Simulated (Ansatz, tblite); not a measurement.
Sn2TeSe: GFN1-xTB, run from Python

These are simulated results from tblite 0.8.0, not measurements. The cell was built from a prototype and was relaxed with r2SCAN in plane waves (Ansatz 0.2.0). It may be hypothetical. All runs are without spin polarisation.

The symmetry is P4/mmm (No. 123, tetragonal); a = 4.381 Å, c = 6.226 Å in the conventional setting, 29.87 Å³ an atom. Around Se lie 6 Sn at 3.10–3.11 Å; around Sn lie 4 Te at 3.10 Å and 2 Se at 3.11 Å; around Te lie 6 Sn at 3.10–3.11 Å; around Sn lie 4 Se at 3.10 Å and 2 Te at 3.11 Å.

tblite solves periodic systems at the zone centre alone, so the script builds a cluster of 2×2×2 conventional cells (32 atoms), which folds in a coarse mesh of k points.

The script, run.py:

```python
import json
from ase import Atoms
from ase.build import make_supercell
from ase.units import Bohr, GPa, Hartree
from tblite.interface import Calculator

atoms = Atoms(['Se', 'Sn', 'Te', 'Sn'],
              cell=[[4.38097654, 0.0, 0.0], [0.0, 4.38097654, 0.0], [0.0, 0.0, 6.22621605]],
              scaled_positions=[[0.0, 0.0, 0.0], [0.0, 0.0, 0.5], [0.5, 0.5, 0.5], [0.5, 0.5, 0.0]],
              pbc=True)
cluster = make_supercell(atoms, [[2, 0, 0], [0, 2, 0], [0, 0, 2]])
calc = Calculator('GFN1-xTB', cluster.numbers, cluster.positions / Bohr, lattice=cluster.cell[:] / Bohr, periodic=cluster.pbc)
calc.set('temperature', 0.02 / Hartree)
calc.set('max-iter', 150)
res = calc.singlepoint()
levels = res.get('orbital-energies') * Hartree
nv = round(res.get('orbital-occupations').sum() / 2)
cells = len(cluster) // len(atoms)
out = {'energy_per_cell': res.get('energy') * Hartree / cells, 'homo': levels[nv - 1], 'lumo': levels[nv],
       'stress': (-res.get('virial') * Hartree / cluster.get_volume() / GPa).tolist(), 'charges': res.get('charges')[:len(atoms)].tolist(), 'electrons': 2 * nv / cells}
json.dump(out, open('results.json', 'w'))
for key, value in out.items():
    print(key, value)
```

Command: `python run.py`. It took 1.6 s on 1 thread of Arm Neoverse V1 (shared host), peak memory 0.1 GiB.

The log:

```
------------------------------------------------------------
  cycle        total energy    energy error   density error
------------------------------------------------------------
      1     -98.41408202547  -9.8156221E+01   4.4096933E-01
      2     -98.50287185663  -8.8789831E-02   2.0253364E-01
      3     -98.78083211482  -2.7796026E-01   1.0935159E-01
      4     -98.74277184355   3.8060271E-02   8.1740603E-02
      5     -98.80093282946  -5.8160986E-02   2.7152482E-02
      6     -98.80378401207  -2.8511826E-03   7.0314729E-03
      7     -98.80398402379  -2.0001172E-04   3.5115681E-03
      8     -98.80400661574  -2.2591953E-05   1.7905927E-03
      9     -98.80401787702  -1.1261273E-05   1.3596321E-03
     10     -98.80402950636  -1.1629346E-05   2.9045474E-04
     11     -98.80403001612  -5.0976217E-07   1.4965326E-04
     12     -98.80403021333  -1.9720733E-07   2.1846180E-05
     13     -98.80403021606  -2.7245051E-09   7.2777485E-06
------------------------------------------------------------

 total:                                   0.826 sec
energy_per_cell -336.07432587154375
homo -8.53923295761557
lumo -8.404214896876866
stress [[-10.003925476929615, 2.1677778437465775e-07, -5.576977824778288e-07], [2.1677778429154418e-07, -10.003925476929293, -5.576977670935358e-07], [-5.576977824975642e-07, -5.576977671121209e-07, -14.988155958709095]]
charges [-0.17278864495177618, 0.14428376317973035, -0.07410574807296746, 0.10259535980038836]
electrons 20.0
```

The cycle table is in hartree for the whole cluster, and the lines after it are in eV (the energy for one cell). The printed stress is in GPa and positive in compression, and the pressure is its mean diagonal.

GFN1-xTB gives a gap of 0.14 eV. On the same cell, plane-wave PBE (Ansatz, 6×6×4 k points and the special points) gives no gap (an overlap of 0.23 eV at the points read) and r2SCAN no gap (an overlap of 0.25 eV at the points read); on shared hosts these took about 9.7 and 22 core-seconds on the 4-atom cell, against 1.6 for the script. Spin-orbit coupling, left out in all these runs, can cut or reorder the gap by tenths of an eV, up to about 1 eV with Pb or Bi. xTB was fitted to molecules, so gaps, charges and pressures of solids can be far off, and the gap also depends on the size of the cluster.

The same script was run on cells scaled at fixed shape and fractional coordinates:

```tsv
volume (Å³/atom)	energy (meV/atom)	pressure (GPa, positive in compression)	gap (eV)
26.29	-154.0	-0.83	0.29
28.08	-107.2	-7.19	0.20
29.87	0.0	-11.67	0.14
31.67	145.2	-13.69	0.07
33.46	306.1	-15.12	0.01
```

The minimum lies beyond the smallest of these volumes.

xTB was fitted mostly to molecules, and a small cluster samples few k points, so gaps, pressures and kinks along a curve can be far from a solid's.

Spin-orbit coupling is left out, which matters wherever the heavy atoms make up the band edges.
